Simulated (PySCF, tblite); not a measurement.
**C4H7N3Si: dynamics, then NMR shifts on frames**

Aim: move C4H7N3Si (`Cc1cc([SiH3])nnn1`) away from its starting geometry and see how NMR shifts follow the geometry.

Programs: tblite 0.8.0 and PySCF 2.14.0, with density-fitted response routines of our own. Each step states its level of theory. These are calculated values for one molecule in the gas phase, unless marked as measured. Atoms count from 0, in the outputs and in this text.

## Step 1: The molecule as given

15 atoms, charge 0, multiplicity 1; geometry from: GFN2-xTB.

Bonds of the start (Å): C0–C1 1.49, C1–C2 1.39, C2–C3 1.39, C3–Si4 1.90, C3–N5 1.34, N5–N6 1.29, N6–N7 1.29, N7–C1 1.33, C0–H8 1.09, C0–H9 1.09, C0–H10 1.09, C2–H11 1.08, Si4–H12 1.46, Si4–H13 1.47, Si4–H14 1.46.

## Step 2: Dynamics with GFN2-xTB

What the job is given:

```
{"job": {"kind": "md", "xc": "GFN2-xTB", "basis": "xTB", "temperature": 200, "steps": 2000, "every": 50, "frames": 5}, "charge": 0, "multiplicity": 1}
C     -2.638506     0.174046     0.398518
C     -1.287139    -0.357981     0.063042
C     -0.128169     0.412982     0.135589
C      1.061475    -0.217823    -0.206335
Si     2.782820     0.578655    -0.199180
N      1.035365    -1.502427    -0.579647
N     -0.070628    -2.158126    -0.626866
N     -1.208050    -1.630815    -0.322032
H     -2.655455     0.526753     1.428576
H     -3.381031    -0.608169     0.270486
H     -2.879641     1.014306    -0.250781
H     -0.152221     1.448513     0.442690
H      3.609932    -0.156786     0.751675
H      2.598247     1.968846     0.231251
H      3.308588     0.516017    -1.558898
```

Level: GFN2-xTB Langevin dynamics, gas phase.

Started as:

```console
$ OMP_NUM_THREADS=1 python probes_run.py task.json out
```

This one command runs all jobs of the session in turn.

Standard output:

```text
t/fs     T/K      E/eV
    0.0   159.5   -614.00749
   25.0    71.7   -613.74066
   50.0   186.6   -613.81701
   75.0   131.3   -613.70602
  100.0   171.7   -613.72636
  125.0   184.0   -613.73593
  150.0   174.1   -613.71919
  175.0   157.6   -613.65912
  200.0   204.3   -613.74946
  225.0   183.4   -613.67491
  250.0   187.9   -613.75757
  275.0   135.8   -613.76271
  300.0   134.9   -613.63049
  325.0   199.9   -613.73841
  350.0   140.9   -613.49042
  375.0   251.7   -613.61684
  400.0   324.8   -613.71747
  425.0   250.8   -613.69760
  450.0   184.4   -613.66288
  475.0   185.7   -613.68086
  500.0   171.8   -613.67078
  525.0   251.3   -613.68987
  550.0   237.9   -613.58172
  575.0   255.6   -613.64002
  600.0   317.2   -613.75175
  625.0   215.3   -613.66837
  650.0   242.1   -613.71373
  675.0   232.0   -613.70611
  700.0   250.3   -613.72519
  725.0   204.8   -613.64964
  750.0   243.2   -613.78464
  775.0   213.8   -613.79109
  800.0   175.2   -613.73912
  825.0   173.3   -613.77491
  850.0    96.8   -613.68659
  875.0   144.4   -613.77866
  900.0   172.8   -613.73643
  925.0   137.1   -613.66582
  950.0   147.3   -613.79560
  975.0   151.2   -613.74020
 1000.0   159.3   -613.81614
```

Wall time 13 s (1 thread of Arm Neoverse V1, shared host); peak memory 0.18 GiB.

Distance from the start (root mean square after alignment): 0 fs 0.00 Å, 200 fs 0.20 Å, 400 fs 0.50 Å, 600 fs 1.36 Å, 800 fs 0.99 Å, 1000 fs 0.73 Å.

Positions (Å) and forces (eV/Å) at 1000 fs:

```xyz
15

C    -2.618   -0.117    1.016    0.549   -0.902    0.455
C    -1.244   -0.497    0.509   -0.284    0.285   -0.588
C    -0.192    0.422    0.438    0.170   -0.711    0.227
C     0.971   -0.015   -0.168    0.407   -0.089   -0.503
Si    2.588    0.992   -0.451   -0.090   -1.509   -0.497
N     1.019   -1.260   -0.685    0.713    0.543   -0.029
N     0.009   -2.031   -0.666   -0.526    0.137    0.248
N    -1.109   -1.669   -0.123   -0.462   -0.021    0.505
H    -2.894    0.817    0.580   -0.160    0.653   -0.165
H    -2.701   -0.042    2.119    0.327   -0.055   -0.647
H    -3.300   -0.885    0.671   -0.173   -0.108    0.062
H    -0.214    1.388    0.874   -0.270    0.663    0.273
H     3.409    0.519    0.665    0.143    0.144   -0.012
H     2.334    2.402   -0.374   -0.125    0.519   -0.023
H     3.092    0.470   -1.772   -0.219    0.452    0.697
```

## Step 3: NMR shieldings: 250 fs, PBE0/pcSseg-1

What the job is given:

```
{"job": {"kind": "nmr", "xc": "PBE0", "basis": "pcSseg-1", "pop": false}, "charge": 0, "multiplicity": 1}
C     -2.882600     0.185000    -0.078400
C     -1.542900    -0.344400    -0.078700
C     -0.406300     0.493300    -0.059400
C      0.818300    -0.178900    -0.187800
Si     2.487200     0.730400    -0.227600
N      0.833300    -1.497900    -0.267200
N     -0.233300    -2.211000    -0.209000
N     -1.433400    -1.670800    -0.145600
H     -3.278300     0.178700     0.974200
H     -3.500700    -0.499100    -0.620500
H     -2.992400     1.145000    -0.551700
H     -0.466000     1.565000     0.073900
H      3.206700     0.322000     1.041600
H      2.024500     2.132300    -0.420300
H      3.323700     0.336100    -1.319500
```

Method: GIAO PBE0/pcSseg-1 NMR shielding, non-relativistic, gas phase.

Standard output:

```text
coarse grid: 13496 points
cycle   1  E = -609.6751606115  dE =  1.283e+00  |g| = 4.073e-01  |ddm| = 3.849e+00
cycle   2  E = -609.6823521142  dE = -7.192e-03  |g| = 3.684e-01  |ddm| = 7.100e-01
cycle   3  E = -609.7069122611  dE = -2.456e-02  |g| = 1.284e-01  |ddm| = 3.410e-01
cycle   4  E = -609.7099816483  dE = -3.069e-03  |g| = 3.976e-02  |ddm| = 1.290e-01
cycle   5  E = -609.7103110253  dE = -3.294e-04  |g| = 1.224e-02  |ddm| = 3.893e-02
cycle   6  E = -609.7103375255  dE = -2.650e-05  |g| = 5.928e-03  |ddm| = 1.548e-02
cycle   7  E = -609.7103458771  dE = -8.352e-06  |g| = 6.763e-04  |ddm| = 5.751e-03
final grid: 127344 points
cycle   8  E = -609.7526876691  dE = -3.039e-05  |g| = 6.080e-03  |ddm| = 4.045e-02
cycle   9  E = -609.7526863492  dE =  1.320e-06  |g| = 6.600e-03  |ddm| = 1.354e-02
cycle  10  E = -609.7526963391  dE = -9.990e-06  |g| = 1.648e-03  |ddm| = 7.331e-03
cycle  11  E = -609.7526969992  dE = -6.601e-07  |g| = 2.626e-04  |ddm| = 1.749e-03
cycle  12  E = -609.7526970141  dE = -1.493e-08  |g| = 1.050e-04  |ddm| = 3.225e-04
cycle  13  E = -609.7526970165  dE = -2.370e-09  |g| = 3.175e-05  |ddm| = 1.090e-04
cycle  14  E = -609.7526970167  dE = -2.037e-10  |g| = 1.155e-05  |ddm| = 3.477e-05
converged SCF energy = -609.7526970167

GIAO shielding tensors (ppm)
atom      isotropic    diamagn.    paramagn.     s11        s22        s33       span
  0 C      163.890     246.124     -82.234    144.513    159.434    187.724     43.211
  1 C       22.994     255.330    -232.336   -101.345      4.594    165.734    267.078
  2 C       52.673     258.911    -206.239    -79.175     63.701    173.492    252.666
  3 C       23.651     254.350    -230.699   -102.914     12.669    161.199    264.113
  4 Si     414.710     880.224    -465.514    381.373    393.988    468.770     87.397
  5 N     -177.615     326.215    -503.830   -554.552   -240.900    262.606    817.158
  6 N     -272.186     312.381    -584.567   -761.294   -254.576    199.312    960.606
  7 N     -167.168     327.819    -494.987   -492.050   -241.239    231.785    723.835
  8 H       27.793      26.142       1.652     24.766     25.302     33.313      8.547
  9 H       29.029      27.810       1.220     24.555     27.617     34.916     10.361
 10 H       29.595      28.986       0.609     24.933     29.374     34.476      9.542
 11 H       23.878      34.755     -10.877     19.837     21.039     30.758     10.920
 12 H       26.128      27.706      -1.578     23.485     24.346     30.554      7.069
 13 H       26.909      29.083      -2.174     23.376     26.519     30.833      7.457
 14 H       27.293      29.028      -1.735     24.208     25.443     32.228      8.020
```

Wall time 21 s (1 thread of Arm Neoverse V1, shared host); peak memory 0.8 GiB.

Shifts follow as δ = σ(reference) − σ, with reference shieldings (ppm) from runs at the same level and on the same kind of geometry: 1H TMS 31.72, 13C TMS 186.9, 29Si TMS 349.2, 15N NH3 267.7. The references are single molecules in the gas phase, so shifts against H2O, NH3, PH3, H3PO4 or CFCl3 are not on the usual liquid scales and can be off by tens of ppm. Each atom is listed at this fixed geometry, with no averaging over motion; a spectrum would average atoms that exchange fast.

```tsv
atoms	environment	σ (ppm)	δ (ppm)
C1	substituted aromatic carbon next to a ring nitrogen	23.0	163.9
C3	substituted aromatic carbon next to a ring nitrogen	23.7	163.3
C2	aromatic CH	52.7	134.3
C0	methyl carbon on an aromatic ring	163.9	23.0
H11	hydrogen on an aromatic CH	23.88	7.84
H12	hydrogen on a silicon bonded to C	26.13	5.59
H13	hydrogen on a silicon bonded to C	26.91	4.81
H14	hydrogen on a silicon bonded to C	27.29	4.42
H8	hydrogen on a methyl carbon on an aromatic ring	27.79	3.92
H9	hydrogen on a methyl carbon on an aromatic ring	29.03	2.69
H10	hydrogen on a methyl carbon on an aromatic ring	29.59	2.12
Si4	silicon bonded to C, 3 H	414.7	-65.6
N6	pyridine-type ring nitrogen	-272.2	539.9
N5	pyridine-type ring nitrogen	-177.6	445.3
N7	pyridine-type ring nitrogen	-167.2	434.9
```

Ring of atoms C1, C2, C3, N5, N6, N7: NICS(0) -3.5, NICS(1) -11.1, NICS(1)zz -26.6 ppm (means of both faces).

## Step 4: Shielding tensors: 425 fs, PBE0/pcSseg-1

What the job is given:

```
{"job": {"kind": "nmr", "xc": "PBE0", "basis": "pcSseg-1", "pop": false}, "charge": 0, "multiplicity": 1}
C     -2.902500     0.242100    -0.084100
C     -1.550300    -0.376800    -0.062700
C     -0.377200     0.351300    -0.077400
C      0.827100    -0.383600    -0.053000
Si     2.486300     0.396700    -0.039300
N      0.845400    -1.692300     0.023000
N     -0.294400    -2.302600     0.021500
N     -1.408200    -1.739900    -0.022500
H     -2.938000     0.949100     0.734900
H     -3.669200    -0.486000    -0.061800
H     -2.883300     0.776800    -1.053700
H     -0.380500     1.461800    -0.024100
H      2.364800     1.468900     1.047000
H      2.763800     1.008800    -1.349100
H      3.500400    -0.619800     0.321200
```

Method: GIAO PBE0/pcSseg-1 NMR shielding, non-relativistic, gas phase.

Standard output:

```text
coarse grid: 13496 points
cycle   1  E = -609.6717790334  dE =  1.368e+00  |g| = 3.942e-01  |ddm| = 3.866e+00
cycle   2  E = -609.6816205815  dE = -9.842e-03  |g| = 3.331e-01  |ddm| = 7.389e-01
cycle   3  E = -609.7023199755  dE = -2.070e-02  |g| = 1.168e-01  |ddm| = 3.536e-01
cycle   4  E = -609.7048935307  dE = -2.574e-03  |g| = 3.961e-02  |ddm| = 1.235e-01
cycle   5  E = -609.7052366496  dE = -3.431e-04  |g| = 1.274e-02  |ddm| = 4.733e-02
cycle   6  E = -609.7052669753  dE = -3.033e-05  |g| = 5.323e-03  |ddm| = 1.396e-02
cycle   7  E = -609.7052727873  dE = -5.812e-06  |g| = 6.336e-04  |ddm| = 4.293e-03
final grid: 127344 points
cycle   8  E = -609.7473908049  dE = -3.142e-05  |g| = 5.916e-03  |ddm| = 4.377e-02
cycle   9  E = -609.7473886266  dE =  2.178e-06  |g| = 6.674e-03  |ddm| = 1.380e-02
cycle  10  E = -609.7473987700  dE = -1.014e-05  |g| = 1.761e-03  |ddm| = 7.675e-03
cycle  11  E = -609.7473995599  dE = -7.899e-07  |g| = 2.107e-04  |ddm| = 1.866e-03
cycle  12  E = -609.7473995682  dE = -8.271e-09  |g| = 9.712e-05  |ddm| = 2.603e-04
cycle  13  E = -609.7473995703  dE = -2.100e-09  |g| = 3.925e-05  |ddm| = 1.235e-04
cycle  14  E = -609.7473995706  dE = -3.358e-10  |g| = 1.266e-05  |ddm| = 4.394e-05
converged SCF energy = -609.7473995706

GIAO shielding tensors (ppm)
atom      isotropic    diamagn.    paramagn.     s11        s22        s33       span
  0 C      164.070     251.081     -87.011    146.663    159.770    185.777     39.114
  1 C       22.228     257.949    -235.721   -110.605     12.589    164.699    275.303
  2 C       54.914     260.477    -205.563    -68.405     61.970    171.178    239.583
  3 C       27.918     253.148    -225.230    -97.320      8.144    172.929    270.249
  4 Si     415.650     880.906    -465.256    367.910    430.542    448.497     80.587
  5 N     -151.976     326.743    -478.719   -478.571   -238.051    260.695    739.266
  6 N     -268.456     311.567    -580.023   -796.037   -220.238    210.906   1006.943
  7 N     -170.759     326.087    -496.845   -563.054   -188.273    239.051    802.105
  8 H       28.866      29.199      -0.334     24.520     28.630     33.447      8.927
  9 H       29.222      28.770       0.452     25.402     26.732     35.532     10.129
 10 H       28.175      28.336      -0.161     23.754     27.982     32.788      9.033
 11 H       23.736      34.271     -10.535     19.808     20.600     30.799     10.991
 12 H       26.370      28.555      -2.184     23.028     25.807     30.277      7.249
 13 H       26.896      28.902      -2.006     23.896     25.546     31.247      7.351
 14 H       26.516      28.377      -1.860     22.962     25.118     31.469      8.508
```

It took 20 s on 1 thread of Arm Neoverse V1, shared host; peak memory 0.81 GiB.

Key values: δ C1 164.7, C3 159.0, C2 132.0, C0 22.9, H11 7.98, H12 5.35 ppm.

[end of part 1 of 2]
